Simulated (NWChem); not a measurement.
# C2H2N (SMILES [CH2]C#N): UTPSSh/def2-SVP

Aim: the electronic atomisation energy of C2H2N at UTPSSh/def2-SVP, from 4 runs. 

Program for the calculation: NWChem 7.3.0.

## (1) The system as given

The species is C2H2N (5 atoms), meant as a doublet with charge 0. As SMILES, `[CH2]C#N`. The shape is that of a PBE0-D4/def2-TZVP optimisation.

Bond lengths: C1–C2 1.376 Å, C2–N3 1.165 Å, C1–H4 1.081 Å, C1–H5 1.081 Å. Angles: C1–C2–N3 180.0°, C2–C1–H4 120.0°, C2–C1–H5 120.0°, H4–C1–H5 119.9°.

## (2) The energy at UTPSSh/def2-SVP (run 1)

File input.nw:

```
start input
memory total 2200 mb

geometry units angstroms noautosym nocenter noautoz
C       -0.303900       0.342000      -0.317400
C        0.458100      -0.524000       0.433100
N        1.103000      -1.256900       1.068300
H       -1.157100      -0.027100      -0.869600
H       -0.050200       1.392300      -0.355600
end

basis spherical bse
* library def2-SVP
end

dft
xc xctpssh
mult 2
grid coarse
convergence energy 1e-08
maxiter 100
mulliken
noprint "final vectors analysis"
end

task dft energy
```

Launch:

```bash
$ nwchem input.nw > input.out
```

What it wrote:

```text
[...]
          Wavefunction type:  spin polarized.
          No. of atoms     :     5
          No. of electrons :    21
[...]
          Charge           :     0
          Spin multiplicity:     2
[...]
          AO basis - number of functions:    52
[...]
              XC Information
              --------------
                  TPSS hybrid Method XC Functional
                     Hartree-Fock (Exact) Exchange  0.100
                  TPSS metaGGA Exchange Functional  0.900
             TPSS03 metaGGA Correlation Functional  1.000
[...]
 d= 0,ls=0.0,diis     1   -131.9229039294 -1.85D+02  1.40D-02  1.23D-01     0.6
[...]
 d= 0,ls=0.0,diis    13   -132.0033678035 -1.06D-09  2.50D-07  8.72D-11     5.0
[...]
         Total DFT energy =     -132.003367803545
      One electron energy =     -281.963401043102
           Coulomb energy =      115.263943370686
    Exchange-Corr. energy =      -18.408591030892
 Nuclear repulsion energy =       53.104680899764
[...]
      Total Density - Mulliken Population Analysis
     ---------------------------------------------
    Atom       Charge   Shell Charges
 -----------   ------   -------------------------------------------------------
    1 C    6     6.09   1.99  0.90  0.24  2.05  0.89  0.03
    2 C    6     6.08   1.99  0.95  0.17  2.06  0.86  0.05
    3 N    7     7.03   1.99  1.10  0.56  2.20  1.15  0.03
    4 H    1     0.90   0.74  0.14  0.02
    5 H    1     0.90   0.74  0.14  0.02
[...]
      <S2> =      0.7684 (Exact =     0.7500)
[...]
```

It took 6 s on 1 thread of Intel Xeon Platinum 8488C (Sapphire Rapids), shared host; peak memory 0.1 GiB.

## (3) The C atom at the same level (run 2)

File job.xyz:

```xyz
1

C      0.000000     0.000000     0.000000
```

File job.nw:

```
start job
memory 2200 mb

geometry units angstroms noautosym nocenter noautoz
load format xyz job.xyz
end

basis "ao basis" spherical bse
* library def2-SVP
end

dft
xc xctpssh
mult 3
grid coarse
convergence energy 1e-08
maxiter 100
mulliken
print low
end

task dft energy
```

Run the same way, it converges to -37.81789 Eh (log not shown).

Run 3 isn't shown in full; the table further down has it.

## (4) The N atom, same level (run 4)

File job.nw:

```
echo
start job
title "N"
memory stack 880 mb heap 220 mb global 1100 mb

geometry units angstroms noautosym nocenter noautoz
  N      0.000000     0.000000     0.000000
end

basis "ao basis" spherical bse
  N library def2-SVP
end

dft
  xc xctpssh
  mult 4
  grid coarse
  convergence energy 1e-08
  iterations 100
  mulliken
  print low
end

task dft
```

Run the same way, it converges to -54.54538 Eh (log not shown).

## (5) All runs side by side

| run | partner | energy (Eh) | ⟨S²⟩ | wall time |
| --- | --- | --- | --- | --- |
| 1 | base | -132.003368 | 0.768 | 6 s |
| 2 | atoms | -37.817891 | 2.003 | 0.83 s |
| 3 | atoms | -0.499260 | 0.750 | 0.93 s |
| 4 | atoms | -54.545377 | 3.753 | 0.87 s |

## (6) Results

At UTPSSh/def2-SVP:

| quantity | value |
| --- | --- |
| N atom: total energy | -54.54538 Eh |
| N atom: ⟨S²⟩ | 3.753 |
| electronic atomisation energy | 22.414 eV |

What this shows: Taking the molecule apart into free atoms costs 22.41 eV (517 kcal/mol), before zero-point energy and without spin-orbit coupling. All runs together took 8.6 s, the longest 6 s.
